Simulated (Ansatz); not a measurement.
# ZnCdO2: a single-point run

The task is a single-point run on ZnCdO2. The structure is shown as the input types it. The cell is built on a prototype (ordering on rocksalt) and needn't be the phase found in nature.

Method: density functional or hybrid calculation with the settings of its input, plane waves (as first typed), in Ansatz 0.2.0.

2 further runs of the same task are left out: 2 that didn't finish.

## (1) The starting structure

It takes space group P4/mmm (No. 123, tetragonal). Conventional cell: a = 3.201 Å, b = 3.201 Å, c = 4.515 Å, α = 90.00°, β = 90.00°, γ = 90.00°. Cd (site symmetry 4/mmm) has 6 O at 2.26 Å as nearest neighbours. O (site symmetry 4/mmm) is surrounded by 2 Cd at 2.26 Å and 4 Zn at 2.26 Å. Zn (site symmetry 4/mmm) has 6 O at 2.26 Å as nearest neighbours. O (site symmetry 4/mmm) is surrounded by 2 Zn at 2.26 Å and 4 Cd at 2.26 Å.

Coordinates:

```cif
data_structure
_symmetry_space_group_name_H-M 'P4/mmm'
_symmetry_Int_Tables_number 123
_cell_length_a 3.2014
_cell_length_b 3.2014
_cell_length_c 4.5151
_cell_angle_alpha 90.000
_cell_angle_beta 90.000
_cell_angle_gamma 90.000
_cell_volume 46.28
loop_
_atom_site_label
_atom_site_type_symbol
_atom_site_symmetry_multiplicity
_atom_site_Wyckoff_symbol
_atom_site_fract_x
_atom_site_fract_y
_atom_site_fract_z
_atom_site_occupancy
Cd1 Cd 1 a 0.00000 0.00000 0.00000 1
O1 O 1 b 0.00000 0.00000 0.50000 1
Zn1 Zn 1 d 0.50000 0.50000 0.50000 1
O2 O 1 c 0.50000 0.50000 0.00000 1
```

## (2) Input and run

File input.yaml:

```yaml
crystal:
  lattice:
    - [3.2014430188, 0.0, 0.0]
    - [0.0, 3.2014430188, 0.0]
    - [0.0, 0.0, 4.5150801522]
  atoms:
    - { symbol: Cd, position: [0.0, 0.0, 0.0] }
    - { symbol: O, position: [0.0, 0.0, 0.5] }
    - { symbol: Zn, position: [0.5, 0.5, 0.5] }
    - { symbol: O, position: [0.5, 0.5, 0.0] }
kpoints:
  mp_grid: { grid: [6, 6, 4] }
hamiltonian:
  xc: pbesol
scf:
  occupations: { method: cold, width: 4 }
  n_extra_bands: 5
output:
  forces: true
  stress: true
  eigenvalues: true
```

The run is started by

```bash
ansatz run input.yaml --threads 4 --pin off --max-ram 3686MiB --backend cpu --events-out ev --progress --plain --runs-dir out
```

What happens when this is run?

This run ends as converged. Convergence says nothing about whether the input makes sense.

The suspect setting: scf.occupations.method is cold; scf.occupations.width is 4. A smearing this wide moves electrons out of filled levels into empty ones.

To check: set scf.occupations.method to fermi_dirac and scf.occupations.width to 0.02.
